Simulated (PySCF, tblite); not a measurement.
# CH₉NSi₄: dynamics, then NMR shifts on frames, part 2 of 2

tblite 0.8.0 and PySCF 2.14.0. Atoms count from 0.

### 5 NMR shieldings: 625 fs, PBE0/pcSseg-1

Job settings and geometry (Å):

```
{"job": {"kind": "nmr", "xc": "PBE0", "basis": "pcSseg-1", "pop": false}, "charge": 0, "multiplicity": 1}
N     -2.886100     3.022600     0.979700
C     -2.891500     2.048900     0.368400
Si    -2.688900     0.567200    -0.732000
Si    -0.367300     0.605700    -0.798700
Si     0.790300    -0.588800     0.821400
Si     2.940300    -1.338200     0.470000
H     -3.535400     0.601600    -1.986700
H     -3.198300    -0.631400    -0.001900
H      0.192700     0.234200    -2.139100
H      0.385200     1.876300    -0.681400
H      0.928000     0.375700     1.887100
H     -0.202300    -1.625200     1.581900
H      3.498800    -1.040500    -0.817000
H      3.864400    -0.604800     1.449800
H      3.138300    -2.740200     0.717000
```

With the program's defaults for keys left out, this is: GIAO PBE0/pcSseg-1 NMR shielding, non-relativistic, gas phase.

Output:

```text
coarse grid: 14224 points
cycle   1  E = -1255.4635530159  dE =  5.539e-02  |g| = 3.790e-01  |ddm| = 3.464e+00
cycle   2  E = -1255.3492714273  dE =  1.143e-01  |g| = 7.987e-01  |ddm| = 8.787e-01
cycle   3  E = -1255.5017188773  dE = -1.524e-01  |g| = 9.811e-02  |ddm| = 5.401e-01
cycle   4  E = -1255.5038515680  dE = -2.133e-03  |g| = 2.507e-02  |ddm| = 1.079e-01
cycle   5  E = -1255.5040156830  dE = -1.641e-04  |g| = 3.880e-03  |ddm| = 2.872e-02
cycle   6  E = -1255.5040200246  dE = -4.342e-06  |g| = 8.683e-04  |ddm| = 6.236e-03
final grid: 118256 points
cycle   7  E = -1255.5357021223  dE = -1.321e-05  |g| = 3.382e-03  |ddm| = 1.825e-02
cycle   8  E = -1255.5357013448  dE =  7.775e-07  |g| = 3.622e-03  |ddm| = 6.122e-03
cycle   9  E = -1255.5357037638  dE = -2.419e-06  |g| = 1.808e-03  |ddm| = 3.461e-03
cycle  10  E = -1255.5357044688  dE = -7.050e-07  |g| = 1.827e-04  |ddm| = 1.042e-03
cycle  11  E = -1255.5357044775  dE = -8.755e-09  |g| = 2.981e-05  |ddm| = 2.232e-04
cycle  12  E = -1255.5357044778  dE = -2.444e-10  |g| = 8.899e-06  |ddm| = 5.611e-05
converged SCF energy = -1255.5357044778

GIAO shielding tensors (ppm)
atom      isotropic    diamagn.    paramagn.     s11        s22        s33       span
  0 N     -114.875     336.349    -451.224   -323.168   -296.501    275.045    598.213
  1 C       64.225     263.996    -199.771    -54.269    -43.225    290.169    344.438
  2 Si     449.736     879.753    -430.017    397.742    467.496    483.970     86.228
  3 Si     473.151     883.404    -410.253    436.049    455.968    527.437     91.387
  4 Si     472.009     882.391    -410.382    435.722    477.210    503.096     67.374
  5 Si     461.062     879.718    -418.656    442.637    456.960    483.589     40.952
  6 H       26.472      26.213       0.258     23.191     24.088     32.135      8.944
  7 H       27.094      28.622      -1.528     24.128     25.461     31.693      7.565
  8 H       27.943      30.682      -2.740     23.655     26.452     33.721     10.065
  9 H       27.551      31.858      -4.306     23.733     26.064     32.857      9.124
 10 H       28.161      32.532      -4.372     23.891     27.060     33.532      9.641
 11 H       26.479      28.740      -2.261     22.417     25.329     31.692      9.275
 12 H       28.643      29.515      -0.872     24.703     27.058     34.169      9.466
 13 H       27.077      27.734      -0.657     23.337     25.114     32.780      9.442
 14 H       28.398      28.814      -0.416     24.676     25.911     34.608      9.932
```

It took 19 s on 1 thread of Arm Neoverse V1, shared host; peak memory 0.82 GiB.

Key values: δ C1 122.7, N0 382.6, Si2 -100.6, Si5 -111.9, H6 5.25, H11 5.24 ppm.

### 6 NMR shieldings: 800 fs, PBE0/pcSseg-1

Job settings and geometry (Å):

```
{"job": {"kind": "nmr", "xc": "PBE0", "basis": "pcSseg-1", "pop": false}, "charge": 0, "multiplicity": 1}
N     -3.481000     1.834700     2.192700
C     -3.233300     1.320800     1.180500
Si    -2.541500     0.562600    -0.396600
Si    -0.362600     0.615500    -1.024100
Si     1.085600    -0.211700     0.601000
Si     2.913400    -1.356800    -0.170300
H     -3.613400     0.864000    -1.317100
H     -3.035600    -0.809900    -0.060000
H     -0.285200    -0.388000    -2.111100
H     -0.101300     1.841500    -1.811100
H      1.640300     0.898300     1.486300
H      0.397800    -1.142900     1.360700
H      3.384400    -0.724800    -1.407100
H      3.994500    -1.606700     0.751200
H      2.438200    -2.716000    -0.535800
```

Level: GIAO PBE0/pcSseg-1 NMR shielding, non-relativistic, gas phase.

Output:

```text
coarse grid: 14224 points
cycle   1  E = -1255.4672018030  dE =  1.133e-01  |g| = 3.674e-01  |ddm| = 3.485e+00
cycle   2  E = -1255.3608608786  dE =  1.063e-01  |g| = 7.754e-01  |ddm| = 8.486e-01
cycle   3  E = -1255.5027348760  dE = -1.419e-01  |g| = 1.013e-01  |ddm| = 5.261e-01
cycle   4  E = -1255.5051221076  dE = -2.387e-03  |g| = 2.772e-02  |ddm| = 1.204e-01
cycle   5  E = -1255.5053296718  dE = -2.076e-04  |g| = 4.455e-03  |ddm| = 3.261e-02
cycle   6  E = -1255.5053354627  dE = -5.791e-06  |g| = 9.172e-04  |ddm| = 7.829e-03
final grid: 118256 points
cycle   7  E = -1255.5364824825  dE = -1.305e-05  |g| = 3.150e-03  |ddm| = 1.747e-02
cycle   8  E = -1255.5364809574  dE =  1.525e-06  |g| = 3.906e-03  |ddm| = 6.062e-03
cycle   9  E = -1255.5364838001  dE = -2.843e-06  |g| = 1.811e-03  |ddm| = 3.499e-03
cycle  10  E = -1255.5364845104  dE = -7.103e-07  |g| = 1.731e-04  |ddm| = 1.069e-03
cycle  11  E = -1255.5364845186  dE = -8.187e-09  |g| = 2.817e-05  |ddm| = 2.275e-04
cycle  12  E = -1255.5364845188  dE = -1.974e-10  |g| = 8.157e-06  |ddm| = 4.872e-05
converged SCF energy = -1255.5364845188

GIAO shielding tensors (ppm)
atom      isotropic    diamagn.    paramagn.     s11        s22        s33       span
  0 N     -114.193     336.025    -450.218   -330.793   -307.786    296.001    626.794
  1 C       61.222     265.460    -204.238    -54.550    -50.822    289.038    343.588
  2 Si     463.593     878.567    -414.974    411.010    477.293    502.474     91.464
  3 Si     479.298     881.579    -402.281    451.693    471.488    514.712     63.020
  4 Si     477.655     882.355    -404.700    459.817    466.694    506.455     46.638
  5 Si     465.037     880.469    -415.432    435.510    473.149    486.453     50.942
  6 H       27.736      26.371       1.364     23.232     25.932     34.043     10.811
  7 H       27.103      27.996      -0.893     23.472     25.945     31.892      8.420
  8 H       28.197      30.258      -2.061     24.130     26.849     33.612      9.482
  9 H       27.872      29.123      -1.251     23.809     25.617     34.190     10.380
 10 H       27.324      29.620      -2.296     23.170     25.759     33.043      9.873
 11 H       29.325      32.637      -3.312     24.477     28.244     35.255     10.778
 12 H       28.207      28.996      -0.789     24.204     26.721     33.697      9.492
 13 H       28.294      29.112      -0.818     24.652     25.619     34.611      9.959
 14 H       27.904      29.089      -1.185     24.337     26.136     33.239      8.902
```

It took 18 s on 1 thread of Arm Neoverse V1, shared host; peak memory 0.83 GiB.

Key values: δ C1 125.7, N0 381.9, Si2 -114.4, Si5 -115.9, H7 4.61, H10 4.39 ppm.

### 7 Nuclear shieldings: 1000 fs, PBE0/pcSseg-1

Job settings and geometry (Å):

```
{"job": {"kind": "nmr", "xc": "PBE0", "basis": "pcSseg-1", "pop": false}, "charge": 0, "multiplicity": 1}
N     -3.121500     1.547300     2.458400
C     -2.902200     1.038100     1.425100
Si    -2.205100     0.198100    -0.120500
Si    -0.236500     1.089300    -0.902800
Si     1.668700     0.312400     0.248300
Si     2.909200    -1.470900    -0.574100
H     -3.473800     0.298200    -0.893900
H     -2.387900    -1.200800     0.276300
H     -0.166300     0.773800    -2.381800
H     -0.540000     2.521900    -0.597600
H      2.581000     1.438300     0.531500
H      1.044900    -0.183600     1.502100
H      3.533300    -1.431700    -1.943100
H      4.054600    -1.582500     0.386600
H      2.143400    -2.701100    -0.544100
```

Method: GIAO PBE0/pcSseg-1 NMR shielding, non-relativistic, gas phase.

Output:

```text
coarse grid: 14224 points
cycle   1  E = -1255.4774475046  dE = -2.110e-02  |g| = 3.606e-01  |ddm| = 3.453e+00
cycle   2  E = -1255.3710331682  dE =  1.064e-01  |g| = 7.723e-01  |ddm| = 8.479e-01
cycle   3  E = -1255.5116475377  dE = -1.406e-01  |g| = 1.020e-01  |ddm| = 5.165e-01
cycle   4  E = -1255.5141044348  dE = -2.457e-03  |g| = 2.787e-02  |ddm| = 1.262e-01
cycle   5  E = -1255.5143174765  dE = -2.130e-04  |g| = 3.882e-03  |ddm| = 3.294e-02
cycle   6  E = -1255.5143219197  dE = -4.443e-06  |g| = 8.472e-04  |ddm| = 7.153e-03
final grid: 118256 points
cycle   7  E = -1255.5456972656  dE = -1.200e-05  |g| = 3.358e-03  |ddm| = 1.489e-02
cycle   8  E = -1255.5456950827  dE =  2.183e-06  |g| = 4.415e-03  |ddm| = 6.167e-03
cycle   9  E = -1255.5456987108  dE = -3.628e-06  |g| = 1.984e-03  |ddm| = 3.710e-03
cycle  10  E = -1255.5456995699  dE = -8.592e-07  |g| = 1.770e-04  |ddm| = 1.163e-03
cycle  11  E = -1255.5456995782  dE = -8.254e-09  |g| = 2.811e-05  |ddm| = 2.178e-04
cycle  12  E = -1255.5456995784  dE = -2.096e-10  |g| = 8.103e-06  |ddm| = 5.303e-05
converged SCF energy = -1255.5456995784

GIAO shielding tensors (ppm)
atom      isotropic    diamagn.    paramagn.     s11        s22        s33       span
  0 N     -119.913     335.940    -455.854   -333.223   -320.920    294.403    627.626
  1 C       56.625     265.935    -209.310    -61.550    -57.223    288.648    350.198
  2 Si     457.856     878.928    -421.072    416.198    459.327    498.043     81.845
  3 Si     470.089     881.093    -411.004    440.198    463.176    506.892     66.694
  4 Si     471.305     881.934    -410.629    441.964    475.494    496.458     54.494
  5 Si     458.693     879.303    -420.610    432.993    457.083    486.001     53.008
  6 H       27.087      26.295       0.793     23.081     25.541     32.640      9.560
  7 H       27.471      28.734      -1.263     23.972     25.834     32.607      8.634
  8 H       27.534      28.822      -1.287     23.422     25.705     33.475     10.053
  9 H       27.246      29.385      -2.138     23.411     25.537     32.792      9.381
 10 H       27.796      29.958      -2.162     23.446     25.949     33.992     10.546
 11 H       27.669      31.345      -3.676     23.385     27.044     32.578      9.192
 12 H       27.516      27.652      -0.136     24.242     25.290     33.018      8.776
 13 H       27.414      27.561      -0.147     23.735     25.256     33.252      9.516
 14 H       28.285      29.279      -0.993     24.544     26.491     33.821      9.277
```

Wall time 18 s (1 thread of Arm Neoverse V1, shared host); peak memory 0.83 GiB.

Key values: δ C1 130.3, N0 387.6, Si2 -108.7, Si5 -109.5, H6 4.63, H9 4.47 ppm.

### 8 Comparing the runs: NMR shifts

Shifts (ppm) of some atoms, chosen among heavy atoms and hydrogens apart, with basis size and wall time:

| frame | C1 | H8 | H11 | N0 | Si2 | Si3 | Si4 | functions | time |
| --- | --- | --- | --- | --- | --- | --- | --- | --- | --- |
| 250 fs | 126.7 | 4.50 | 3.40 | 375.6 | -102.3 | -115.2 | -122.4 | 175 | 19 s |
| 425 fs | 123.0 | 5.29 | 3.85 | 371.8 | -82.0 | -104.9 | -128.9 | 175 | 18 s |
| 625 fs | 122.7 | 3.77 | 5.24 | 382.6 | -100.6 | -124.0 | -122.9 | 175 | 19 s |
| 800 fs | 125.7 | 3.52 | 2.39 | 381.9 | -114.4 | -130.1 | -128.5 | 175 | 18 s |
| 1000 fs | 130.3 | 4.18 | 4.05 | 387.6 | -108.7 | -120.9 | -122.1 | 175 | 18 s |

### 9 Summary of results

The summary covers parts 1 to 2.

| quantity | value |
| --- | --- |
| thermostat | 300 K |
| mean temperature, second half | 289 K |
| mean potential energy above the minimum | 0.52 eV |
| ¹³C shifts against TMS (PBE0/pcSseg-1, 250 fs) | 126.7 ppm |
| ¹H shifts against TMS (PBE0/pcSseg-1, 250 fs) | 5.08, 4.50, 4.09, 4.09, 3.54, 3.49, 3.40, 3.37, 3.13 ppm |
| ¹⁵N shifts against NH3 (PBE0/pcSseg-1, 250 fs) | 375.6 ppm |
| ²⁹Si shifts against TMS (PBE0/pcSseg-1, 250 fs) | -102.3, -114.4, -115.2, -122.4 ppm |
| range of the shift of Si2 | -114.4 to -82.0 ppm |

In the second half the potential energy averages 0.52 eV above the minimum; equipartition over 39 harmonic modes at 300 K would give 0.50 eV. With 15 atoms the temperature swings widely (190 to 411 K). Shifts at one fixed geometry are not the observed spectrum, which averages over the motion. In the first frame run (250 fs): Shielding is most anisotropic at N0 (span 590 ppm, paramagnetic term -446 ppm). Across the 5 runs the shift of Si2 moves most, between -114.4 (800 fs) and -82.0 ppm (425 fs).
